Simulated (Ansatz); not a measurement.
# CH₇ClSiSn: one species, many methods

The task here is to estimate one member of a computed series from the others.

Method: functionals in def2-TZVPP, the program's frozen cores in correlated methods; program: Ansatz 0.2.0, Gaussian basis.

The runs, in order: PBE-D4, r2SCAN-D4, PBE0-D4, B3LYP-D4, ωB97X-V, ωB97M-V, B2PLYP; CCSD(T)/def2-TZVPP; MP2/def2-QZVPP; extrapolation to the limit.

## The relaxed structure

All runs share one geometry, relaxed beforehand with PBE0-D4 in a triple-zeta def2 set. Sn takes the def2 core potential; no spin-orbit term is included.

SMILES `ClC[SiH2][SnH3]`, 11 atoms, charge 0, spin multiplicity 1.

Atoms are counted from 1 here; the program's logs count them from 0.

Bond lengths: Cl1–C2 1.786 Å, C2–Si3 1.891 Å, C2–H5 1.090 Å, C2–H6 1.090 Å, Si3–Sn4 2.562 Å, Si3–H7 1.491 Å, Si3–H8 1.486 Å, Sn4–H9 1.704 Å, Sn4–H10 1.708 Å, Sn4–H11 1.709 Å. Angles: Cl1–C2–Si3 109.4°, Cl1–C2–H5 107.4°, Cl1–C2–H6 107.4°, Si3–C2–H5 112.0°, Si3–C2–H6 111.8°, H5–C2–H6 108.5°, C2–Si3–Sn4 109.5°, C2–Si3–H7 108.1°, C2–Si3–H8 108.6°, Sn4–Si3–H7 111.2°, Sn4–Si3–H8 110.9°, H7–Si3–H8 108.5°, Si3–Sn4–H9 111.8°, Si3–Sn4–H10 109.6°, Si3–Sn4–H11 110.4°, H9–Sn4–H10 108.8°, H9–Sn4–H11 108.2°, H10–Sn4–H11 108.0°.

The first run:

in.yaml

```yaml
crystal:
  periodic: [false, false, false]
  atoms:
    - {symbol: Cl, position_ang: [-0.929909, 2.035381, 1.102564]}
    - {symbol: C, position_ang: [0.711845, 1.351967, 0.934221]}
    - {symbol: Si, position_ang: [0.590712, -0.512768, 0.644476]}
    - {symbol: Sn, position_ang: [-0.937001, -0.968562, -1.360969]}
    - {symbol: H, position_ang: [1.259498, 1.589328, 1.846789]}
    - {symbol: H, position_ang: [1.193347, 1.860858, 0.098928]}
    - {symbol: H, position_ang: [1.966569, -1.033489, 0.402513]}
    - {symbol: H, position_ang: [0.054261, -1.149828, 1.875686]}
    - {symbol: H, position_ang: [-2.584159, -0.875100, -0.935126]}
    - {symbol: H, position_ang: [-0.622658, 0.172021, -2.593294]}
    - {symbol: H, position_ang: [-0.637105, -2.526910, -1.995186]}
basis:
  gaussian: {orbitals: def2-TZVPP}
hamiltonian: {xc: pbe, dispersion: d4}
output: {forces: true, orbitals: {seedname: orbitals}}
```

Launch:

```bash
$ ansatz run in.yaml --threads 4 --pin off --events-out ev --progress --plain --max-ram 10444MiB
```

Steps of the session up to this table: PBE-D4 (GGA); r2SCAN-D4 (meta-GGA); PBE0-D4 (hybrid); B3LYP-D4 (hybrid); ωB97X-V (range-separated); ωB97M-V (range-separated); B2PLYP (double hybrid); CCSD(T) in def2-TZVPP; MP2 in def2-QZVPP.

One of the session's tables, all rows but one given; the rest of the session is left out.

```
            method  atomisation energy (eV)
            PBE-D4                   32.824
         r2SCAN-D4                   32.836
           PBE0-D4                   32.653
          B3LYP-D4                   32.696
           ωB97X-V                   33.158
           ωB97M-V                   32.900
            B2PLYP                   32.214
     HF/def2-TZVPP                   24.156
    MP2/def2-TZVPP                   31.892
   CCSD/def2-TZVPP                   31.749
CCSD(T)/def2-TZVPP                   32.164
           MP2/CBS                   32.750
       CCSD(T)/CBS                        ?
```

Estimate the missing values for CCSD(T)/CBS.

As computed: atomisation energy (eV): 33.022. In the column «atomisation energy (eV)» it lies between ωB97M-V (32.900) and ωB97X-V (33.158).

Caveats from the session: Free atoms (1 Cl, 1 C, 1 Si, 1 Sn, 7 H) were run apart at each level; the atomisation energy is their sum less the molecule, without zero-point or spin-orbit terms.
